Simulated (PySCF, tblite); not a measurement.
# C₆H₁₁NOSi: geometry, infrared bands and NMR shifts

What infrared bands and NMR shifts should C₆H₁₁NOSi (`CO/C(=C/[SiH2]C)CC#N`) show?

Programs: tblite 0.8.0 and PySCF 2.14.0, with density-fitted response routines of our own. Each step states its level of theory. These are calculated values for one molecule in the gas phase, unless marked as measured. Atoms are numbered from 0 throughout.

**1. The molecule as given**

20 atoms, charge 0, multiplicity 1; geometry from: force field or distance geometry start.

Bonds of the start (Å): C0–O1 1.39, O1–C2 1.41, C2–C3 1.30, C3–Si4 1.85, Si4–C5 1.88, C2–C6 1.48, C6–C7 1.46, C7–N8 1.13, C0–H9 1.13, C0–H10 1.11, C0–H11 1.10, C3–H12 1.07, Si4–H13 1.48, Si4–H14 1.45, C5–H15 1.09, C5–H16 1.10, C5–H17 1.12, C6–H18 1.12, C6–H19 1.10.

**2. Relaxing the molecule with GFN2-xTB**

Job settings and geometry (Å):

```
{"job": {"kind": "relax", "xc": "GFN2-xTB", "basis": "xTB"}, "charge": 0, "multiplicity": 1}
C     -2.792400    -0.508700    -1.238600
O     -2.181200     0.468300    -0.457900
C     -0.876700     0.365300     0.069900
C      0.074500    -0.283600    -0.534900
Si     1.768500    -0.392600     0.198000
C      3.003300    -1.075700    -1.045000
C     -0.627400     1.065500     1.345800
C     -0.867700     2.501200     1.246400
N     -1.056500     3.609100     1.159900
H     -3.836800    -0.173500    -1.507500
H     -2.958700    -1.406900    -0.611700
H     -2.248100    -0.774700    -2.153200
H     -0.127500    -0.795800    -1.457500
H      1.680300    -1.430200     1.250400
H      2.214800     0.837100     0.827900
H      2.815700    -0.560600    -1.981600
H      2.940400    -2.172100    -1.128300
H      4.008900    -0.808100    -0.631100
H     -1.329500     0.636300     2.101400
H      0.391000     0.910400     1.725400
```

Run with:

```
$ OMP_NUM_THREADS=1 python probes_run.py task.json out
```

One launch serves the whole session: the jobs run in the order shown.

**Question.** This job is followed by: GFN2-xTB harmonic vibrations, gas phase; GIAO PBE0/pcSseg-1 NMR shielding, non-relativistic, gas phase. What will the session give for the following? strongest single infrared mode (GFN2-xTB); zero-point energy (GFN2-xTB); 13C shifts against TMS (PBE0/pcSseg-1); 1H shifts against TMS (PBE0/pcSseg-1, means over atoms taken as alike); 17O shifts against H2O (PBE0/pcSseg-1); 29Si shifts against TMS (PBE0/pcSseg-1); 15N shifts against NH3 (PBE0/pcSseg-1).

The runs gave:

```
                                                              quantity                                     value
                             strongest single infrared mode (GFN2-xTB)                     1669 cm⁻¹, 479 km/mol
                                          zero-point energy (GFN2-xTB)                             95.6 kcal/mol
                                13C shifts against TMS (PBE0/pcSseg-1)  170.2, 120.9, 90.5, 56.0, 24.9, -7.4 ppm
1H shifts against TMS (PBE0/pcSseg-1, means over atoms taken as alike)          4.68, 4.19, 3.77, 3.02, 0.28 ppm
                                17O shifts against H2O (PBE0/pcSseg-1)                                 151.5 ppm
                               29Si shifts against TMS (PBE0/pcSseg-1)                                 -56.3 ppm
                                15N shifts against NH3 (PBE0/pcSseg-1)                                 300.7 ppm
```

**Reading.** The optimisation took 129 steps and gained 0.662 eV; among the close pairs (by a distance rule), O1–C2 changed most, from 1.411 to 1.364 Å. All 54 modes are real, so the xTB geometry is a minimum. The strongest single mode, at 1669 cm⁻¹, moves mainly C2 and C3. Unscaled tight-binding wavenumbers are off by several per cent, some by more. Its intensities can rank the bands wrongly. C2 (alkene carbon bearing oxygen) lies farthest downfield among carbon, at 170.2 ppm; an sp2 carbon further deshielded by the attached heteroatom. At PBE0/pcSseg-1: Shielding is most anisotropic at N8 (span 500 ppm, paramagnetic term -373 ppm).
